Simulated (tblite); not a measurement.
# C7H11FSe: the cost of one run

Computed with tblite 0.8.0 (tight binding) and PySCF 2.14.0 (DFT, with response routines of our own); each step states its level. Atoms count from 0 throughout.

### Step 1. The starting structure

20 atoms, charge 0, multiplicity 1; geometry from: UFF geometry.

Bonds of the start (Å): C0–C1 1.33, C0–H10 1.08, C0–H9 1.08, C1–H11 1.10, C1–Se2 1.90, C3–C4 1.36, C3–C7 1.51, C4–C5 1.50, C4–H12 1.08, C5–F6 1.38, C5–H13 1.10, C5–H14 1.12, C7–C8 1.52, C7–H15 1.12, C7–H16 1.11, C8–H17 1.10, C8–H18 1.12, C8–H19 1.11, Se2–C3 1.93.

### Step 2. GFN2-xTB relaxation, conformer 1

Job settings and geometry (Å):

```
{"job": {"xc": "GFN2-xTB", "basis": "xTB", "kind": "relax"}, "charge": 0, "multiplicity": 1}
C      3.065100     0.579900     0.118300
C      2.451200    -0.563900    -0.187100
Se     1.408200    -0.744500    -1.770400
C     -0.240700    -0.450400    -0.803500
C     -0.823000    -1.526700    -0.204700
C     -2.153000    -1.480100     0.491800
F     -2.477300    -2.741500     0.940300
C     -0.839200     0.932100    -0.790600
C     -0.513800     1.685600     0.488300
H      2.946000     1.443500    -0.527200
H      3.655000     0.665800     1.016500
H      2.574200    -1.431100     0.475500
H     -0.327200    -2.485800    -0.269200
H     -2.936300    -1.137100    -0.205300
H     -2.102900    -0.790500     1.369500
H     -1.947800     0.880400    -0.927000
H     -0.433500     1.505300    -1.649000
H      0.575100     1.831100     0.579600
H     -1.004900     2.690000     0.463300
H     -0.880500     1.148700     1.387800
```

Run with:

```
OMP_NUM_THREADS=1 python ens_run.py task.json out
```

This one command runs the whole study; its stages follow in the order run.

**Question.** How long does this first job take on 1 thread of Intel Xeon Platinum 8488C, shared host?

About 2.4 s.
